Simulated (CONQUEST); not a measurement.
## GaSe2 in CONQUEST: convergence with smearing width

GaSe2, a slab with vacuum:

```xyz
6
Lattice="3.8575 0.0000 0.0000 0.0000 5.6235 0.0000 0.0000 0.0000 20.8337" Properties=species:S:1:pos:R:3 pbc="T T T"
Se    3.8575    1.4571    7.5000
Ga    0.0000    0.0507    9.3680
Se    1.9287    4.1413    9.3809
Se    0.0000    1.3295   11.4528
Ga    1.9287    2.8624   11.4658
Se    1.9287    4.2688   13.3337
```

```yaml
Program: CONQUEST 1.3
Task: convergence study
Functional: LDA
Potentials_or_basis: PseudoDojo NC LDA, SZP, grid cutoff 120 Ha
k_mesh: 7 × 5 × 1
Occupations: fermi-dirac, width 0.4 eV
Spin: no spin polarisation
```

These are the settings of the first run; the series varies smearing width, with any setting tied to it.

Hardware: 1 thread of AMD EPYC 7B13 (Zen 3) (shared host).

```tsv
smearing width	energy less the tightest run, at zero smearing (meV/atom)	largest force (eV/Å)	SCF cycles	CPU time (s)	peak memory (GiB)
0.4 eV	-54.91	0.903	43	95	0.8
0.3 eV	-36.80	0.901	52	110	0.8
0.2 eV	-19.71	0.908	58	120	0.81
0.1 eV	-5.84	0.929	58	120	0.8
0.05 eV	-1.47	0.956	63	130	0.8
0.025 eV	-0.57	0.979	68	140	0.81
0.01 eV	-0.08	0.992	50	100	0.8
0.005 eV	0.00	0.997	55	110	0.8
```

Against the tightest run, the energy stays within 1 meV/atom from 0.025 eV on. Not settled before the last step: the largest force (to 0.005 eV/Å). Narrower smearing needs a denser k mesh, so at a fixed mesh the narrowest width isn't the most accurate. The tightest run that finished is the yardstick and may itself not be fully converged.

Caveat, for the tightest run too: the atomic basis is small.
